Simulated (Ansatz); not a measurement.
# AlH8NOSi2: the cost of one run

Program: Ansatz 0.2.0. Level of theory: RKS B3LYP/6-31G*. These are calculated values, not measurements.

## (1) The system as given

Bond lengths: N1–Al2 1.854 Å, Al2–O3 1.824 Å, O3–Si4 1.688 Å, Si4–Si5 2.257 Å, N1–H6 1.083 Å, N1–H7 1.033 Å, Al2–H8 1.568 Å, Si4–H9 1.499 Å, Si4–H10 1.396 Å, Si5–H11 1.501 Å, Si5–H12 1.502 Å, Si5–H13 1.483 Å. Angles (14 of 19 angles, heavy atoms first): N1–Al2–O3 119.7°, Al2–O3–Si4 110.9°, O3–Si4–Si5 109.9°, N1–Al2–H8 121.2°, O3–Al2–H8 119.1°, Al2–N1–H6 109.8°, Al2–N1–H7 110.6°, O3–Si4–H9 108.2°, O3–Si4–H10 112.5°, Si5–Si4–H9 107.0°, Si5–Si4–H10 109.3°, Si4–Si5–H11 110.4°, Si4–Si5–H12 107.1°, Si4–Si5–H13 111.9°.

Coordinates:

```xyz
13

N    -1.2648   -0.0032    2.1420
Al   -0.1189   -1.2772    1.4350
O     1.3691   -0.7486    0.5227
Si    1.0399   -0.5919   -1.1259
Si   -0.0046    1.3699   -1.5181
H    -0.8837    0.9892    1.9332
H    -1.2975   -0.0753    3.1715
H    -0.4016   -2.8097    1.6099
H     0.0883   -1.6816   -1.5193
H     2.1916   -0.6672   -1.9111
H    -1.2738    1.4567   -0.7209
H     0.9158    2.4619   -1.0519
H    -0.3393    1.5423   -2.9522
```

## (2) End point A

input.yaml

```yaml
crystal:
  periodic: [false, false, false]
  atoms:
    - { symbol: "N", position_ang: [-1.2648, -0.0032, 2.142] }
    - { symbol: Al, position_ang: [-0.1189, -1.2772, 1.435] }
    - { symbol: O, position_ang: [1.3691, -0.7486, 0.5227] }
    - { symbol: Si, position_ang: [1.0399, -0.5919, -1.1259] }
    - { symbol: Si, position_ang: [-0.0046, 1.3699, -1.5181] }
    - { symbol: H, position_ang: [-0.8837, 0.9892, 1.9332] }
    - { symbol: H, position_ang: [-1.2975, -0.0753, 3.1715] }
    - { symbol: H, position_ang: [-0.4016, -2.8097, 1.6099] }
    - { symbol: H, position_ang: [0.0883, -1.6816, -1.5193] }
    - { symbol: H, position_ang: [2.1916, -0.6672, -1.9111] }
    - { symbol: H, position_ang: [-1.2738, 1.4567, -0.7209] }
    - { symbol: H, position_ang: [0.9158, 2.4619, -1.0519] }
    - { symbol: H, position_ang: [-0.3393, 1.5423, -2.9522] }
basis:
  gaussian: { orbitals: "6-31G*" }
hamiltonian:
  xc: b3lyp
relax:
  f_tol: 0.015
  max_steps: 40
output:
  orbitals: {}
```

The run is started by

```console
$ ansatz run input.yaml --threads 2 --pin off --max-ram 3072MiB --backend cpu --events-out ev --progress --plain --runs-dir out
```

Q: Estimate wall time and peak memory on 2 threads of Arm Neoverse V1, shared host.

About 97 s, with a peak of 0.24 GiB.
